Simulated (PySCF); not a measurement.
# C2H7AsBP: the cost of one run

Computed with PySCF 2.14.0, with density-fitted response routines of our own, on a single molecule in the gas phase. Atoms count from 0, in the outputs and in this text.

## (1) Starting geometry

12 atoms, charge 0, multiplicity 1; geometry from: GFN2-xTB. The atoms were then displaced at random by about 0.01 Å, so the start is not that level's minimum.

Bonds of the start (Å): C0–C1 1.19, C1–B2 1.50, B2–P3 1.89, C0–H5 1.08, B2–H6 1.16, P3–H7 1.39, P3–H8 1.41, As4–H9 1.47, As4–H10 1.50, As4–H11 1.48.

## (2) Geometry optimisation at PBE0-D3(BJ)/def2-SVP

What the job is given:

```
{"job": {"xc": "PBE0", "basis": "def2-SVP", "d3": "d3bj", "grid": 1, "shake": 0.01, "kind": "geom"}, "charge": 0, "multiplicity": 1}
C     -0.778230     2.308550    -0.245610
C     -1.128340     1.327450     0.339560
B     -1.524930     0.061470     1.031480
P     -0.707680    -1.533830     0.439780
As     2.103390    -0.249940    -0.078240
H     -0.540080     3.223590    -0.758570
H     -2.168620     0.082160     1.997990
H     -0.891950    -1.372730    -0.929950
H     -1.807080    -2.403110     0.620590
H      1.529380    -0.103810    -1.428560
H      3.412930     0.261650    -0.593270
H      2.540910    -1.629730    -0.404230
```

Run with:

```bash
$ OMP_NUM_THREADS=1 python probes_run.py task.json out
```

This one command runs all jobs of the session in turn.

Q: Estimate the wall time and peak memory of this first job on 1 thread of Arm Neoverse V1, shared host.

About 86 s, with a peak of 0.52 GiB.
